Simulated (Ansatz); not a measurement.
# Rb3Zn in Ansatz: convergence with k mesh

Rb3Zn:

```xyz
4
Lattice="-3.1397 3.1397 6.3175 3.1397 -3.1397 6.3175 3.1397 3.1397 -6.3175" Properties=species:S:1:pos:R:3 pbc="T T T"
Rb    0.0000    0.0000    6.3175
Rb    3.1397    0.0000    3.1588
Rb    0.0000    3.1397    3.1588
Zn    0.0000    0.0000    0.0000
```

The cell comes from a database or a generator and needn't be the stable form of this composition.

```yaml
Program: Ansatz 0.2.0
Task: convergence study
Functional: PBE
Potentials_or_basis: Ansatz PAW
Cutoff: "420 eV (not typed: the program's choice for these potentials)"
k_mesh: 2 × 2 × 2
Occupations: cold, width 0.1 eV
Spin: no spin polarisation
```

These are the settings of the first run; the series varies k mesh, with any setting tied to it.

Hardware: 2 threads of Arm Neoverse V1, with other jobs on the host.

```csv
k mesh,"energy less the tightest run, at zero smearing (meV/atom)",pressure (GPa),SCF cycles,CPU time (s),peak memory (GiB)
2 × 2 × 2,66.51,-0.23,8,2.4,0.43
3 × 3 × 3,-11.72,0.02,7,2.9,0.45
4 × 4 × 4,4.91,0.07,6,4.9,0.49
5 × 5 × 5,0.98,0.07,8,7.3,0.51
6 × 6 × 6,1.37,0.06,8,11,0.54
7 × 7 × 7,0.33,0.05,8,15,0.57
8 × 8 × 8,0.39,0.05,8,25,0.64
10 × 10 × 10,0.00,0.05,8,38,0.77
```

Against the tightest run, the energy stays within 1 meV/atom from 7 × 7 × 7 on; the pressure stays within 0.1 GPa from 3 × 3 × 3 on. Meshes of other sizes hit other points, so gaps and Fermi surfaces needn't settle smoothly. The tightest run that finished is the yardstick and may itself not be fully converged.
